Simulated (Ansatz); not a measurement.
# AsH₂+ (singlet): from Hartree-Fock to the top rungs, cc-pVTZ

Aim: climb from Hartree-Fock through coupled cluster and multireference methods for AsH₂+ (singlet) at one geometry and basis, and see what each rung misses.

The runs use Ansatz 0.2.0, Gaussian basis; cc-pVTZ, core rule «outside noble gas», up to 14 orbitals frozen.

The runs, in order: UHF; CCSD(T) on RHF; CCSD(T) on UHF; BCCD(T) on RHF; CISD; CCSDT(Q) on RHF; CCSDT(Q) on UHF; CCSDTQ on RHF; CASSCF and MRCISD+Q, 6 electrons in 6 orbitals; CASSCF and NEVPT2, 6 electrons in 6 orbitals; Full CI.

3 further runs of the same task are left out: 3 set aside as unsound or not needed. Runs told in other sessions of the task aren't counted.

### Step 1. The geometry

The geometry is a PBE0/def2-TZVP stationary point (not a proven minimum). No spin-orbit coupling is included. The filled d shell of As may be among the frozen orbitals whatever the setting's name suggests.

3 atoms, charge 1, spin multiplicity 1.

Atoms are counted from 1 here; the program's logs count them from 0.

Bond lengths: As1–H2 1.530 Å, As1–H3 1.530 Å. Angles: H2–As1–H3 91.0°.

### Step 2. UHF

in.yaml reads:

```yaml
crystal:
  periodic: [false, false, false]
  atoms:
    - {symbol: As, position_ang: [0.000000, -0.028106, 0.000000]}
    - {symbol: H, position_ang: [0.000000, 1.044592, -1.090899]}
    - {symbol: H, position_ang: [0.000000, 1.044590, 1.090902]}
basis:
  gaussian: {orbitals: cc-pVTZ}
total_charge: 1
magnetization: {spin_polarized: true, initial_magnetization: 0}
hamiltonian: {xc: hf}
output: {orbitals: {seedname: orbitals}}
```

On the command line:

```bash
$ ansatz run in.yaml --threads 1 --pin off --events-out ev --progress --plain --max-ram 2624MiB --backend cpu
```

After this run come: CCSD(T) on RHF; CCSD(T) on UHF; BCCD(T) on RHF; CISD; CCSDT(Q) on RHF; CCSDT(Q) on UHF; CCSDTQ on RHF; CASSCF and MRCISD+Q, 6 electrons in 6 orbitals; CASSCF and NEVPT2, 6 electrons in 6 orbitals; Full CI.

Before running them: what should the planned runs give, taken together? Wanted: FCI from the RHF energy; RMP2 from FCI; RCCSD from FCI; RCCSD(T) from FCI; RCCSDT(Q) from FCI; NEVPT2 valence from FCI; MRCISD+Q valence from FCI; T1 diagnostic; effectively unpaired electrons.

**Answer**, as computed:

| quantity | value |
| --- | --- |
| FCI from the RHF energy | -3.8560 eV |
| RMP2 from FCI | +826.4 meV |
| RCCSD from FCI | +115.5 meV |
| RCCSD(T) from FCI | +21.4 meV |
| RCCSDT(Q) from FCI | +0.7 meV |
| NEVPT2 valence from FCI | +630.2 meV |
| MRCISD+Q valence from FCI | +10.5 meV |
| levels within 1 kcal/mol (43 meV) | RCCSD(T), BCCD(T), RCCSDT, RCCSDT(Q), RCCSDTQ, MRCISD+Q valence |
| T1 diagnostic | 0.012 |
| effectively unpaired electrons | 0.07 |

What this shows: RCCSD(T) lands +21.4 meV from the yardstick (0.6 % of the correlation energy). One determinant dominates. Of the multireference levels listed MRCISD+Q valence comes nearest in total energy (+10.5 meV), which doesn't show that its space is the better one. These misses are within one basis, not against nature.
